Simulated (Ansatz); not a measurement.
Crystal: NiMoIrPdW.

```
Ni Mo Pd Ir W
1.0
     2.76616    0.00000    0.00000
    -1.38308    2.39557    0.00000
     0.00000    0.00000   11.02292
Ni Mo Pd Ir W
1 1 1 1 1
Direct
  0.33333 0.66667 0.59712
  0.00000 0.00000 0.41074
  0.66667 0.33333 0.79520
  0.66667 0.33333 0.19960
  0.33333 0.66667 0.99734
```

The cell was built by a generator and needn't be a form met in nature.

```yaml
Program: Ansatz 0.2.0
Task: relaxation of cell and atoms
Functional: r2SCAN
Dispersion: D4
Potentials_or_basis: Ansatz PAW
Cutoff: "500 eV (not typed: the program's choice for these potentials)"
k_mesh: 8 × 8 × 2
Occupations: fermi-dirac, width 0.05 eV
Spin: collinear spin, ferromagnetic start
Starting_moments: "[1.0, 1.0, 0.0, 0.6, 0.0] μB"
```

At the start: volume 14.61 Å³/atom.

Task: Where does the relaxation end?

Result: It ends after 5 steps and the volume is 14.23 Å³/atom (-2.6 %); space group P3m1 (No. 156, to 0.05 Å); moment 0.46 μB per cell.

Step by step:
```
step  energy change (eV)  largest force (eV/Å)  volume (Å³)
   1              0.0000                0.0604        73.04
   2             -0.0411                0.0471        71.32
   3             -0.0419                0.0189        71.13
   4             -0.0419                0.0047        71.13
   5             -0.0402                0.0047        71.13
```

Final structure:
```cif
data_structure
_symmetry_space_group_name_H-M 'P 1'
_symmetry_Int_Tables_number 1
_cell_length_a 2.7404
_cell_length_b 2.7404
_cell_length_c 10.9369
_cell_angle_alpha 90.000
_cell_angle_beta 90.000
_cell_angle_gamma 120.000
_cell_volume 71.13
loop_
_atom_site_label
_atom_site_type_symbol
_atom_site_fract_x
_atom_site_fract_y
_atom_site_fract_z
_atom_site_occupancy
Ni1 Ni 0.33333 0.66667 0.59754 1
Mo1 Mo 0.00000 0.00000 0.41131 1
Pd1 Pd 0.66667 0.33333 0.79397 1
Ir1 Ir 0.66667 0.33333 0.20026 1
W1 W 0.33333 0.66667 0.99692 1
```

Caveat: the magnetic or orbital state may not be the lowest; the plane-wave basis is chosen anew once the cell has moved, so the energies of steps on either side of that aren't comparable; pairwise dispersion overbinds metals, which lowers pressure and volume; the PAW data sets come from PBE, with cores solved anew for the run's functional, which leaves a small shift of forces and pressure.
